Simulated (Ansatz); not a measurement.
**As (diamond type): a single-point run**

The task is a single-point run on As (diamond type). The structure is shown as the input types it.

Method: Kohn-Sham DFT, with the functional, basis and potentials that each input names (as first typed), in Ansatz 0.2.0.

1 further run of the same task is left out (it didn't finish).

### Step 1. The starting structure

The structure is trigonal, space group R-3m (No. 166). Conventional cell: a = 4.065 Å, b = 4.065 Å, c = 9.957 Å, α = 90.00°, β = 90.00°, γ = 120.00°. Around As (site symmetry 3m) lie 1 As at 1.59 Å.

Structure file:

```cif
data_structure
_symmetry_space_group_name_H-M 'R-3m:H'
_symmetry_Int_Tables_number 166
_cell_length_a 4.0651
_cell_length_b 4.0651
_cell_length_c 9.9574
_cell_angle_alpha 90.000
_cell_angle_beta 90.000
_cell_angle_gamma 120.000
_cell_volume 142.50
loop_
_atom_site_label
_atom_site_type_symbol
_atom_site_symmetry_multiplicity
_atom_site_Wyckoff_symbol
_atom_site_fract_x
_atom_site_fract_y
_atom_site_fract_z
_atom_site_occupancy
As1 As 6 c 0.00000 0.00000 0.58000 1
```

### Step 2. Input and run

File input.yaml:

```yaml
crystal:
  lattice:
    - [0.0, 2.8744485395, 2.8744485395]
    - [2.8744485395, 0.0, 2.8744485395]
    - [2.8744485395, 2.8744485395, 0.0]
  atoms:
    - { symbol: As, position: [-0.26, -0.08, -0.08] }
    - { symbol: As, position: [0.26, 0.08, 0.08] }
kpoints:
  mp_grid: { grid: [9, 9, 9] }
scf:
  occupations: { method: fermi_dirac, width: 0.05 }
  max_iter: 75
hamiltonian:
  xc: lda
  pseudopotentials: { kind: paw }
  hubbard: { sites: [{ species: As, l: p, u_eff: 40.0 }] }
output:
  forces: true
  stress: true
  eigenvalues: true
  efg: { contact_densities: true }
  populations: true
```

On the command line:

```console
$ ansatz run input.yaml --threads 1 --pin off --max-ram 2048MiB --backend cpu --events-out ev --progress --plain --runs-dir out
```

Q: Will this input give a usable result? If not, why, and what should change?

This run ends as converged. It gives a pressure of 69 GPa and a largest force of 28.7 eV/Å, which is large; a structure far from rest gives such values too, whatever the setting.

In the input, hamiltonian.hubbard.sites is [{species: As, l: p, u_eff: 40.0}]. The Hubbard parameter is far from any physical value.

Run again and compare: delete hamiltonian.hubbard.sites.
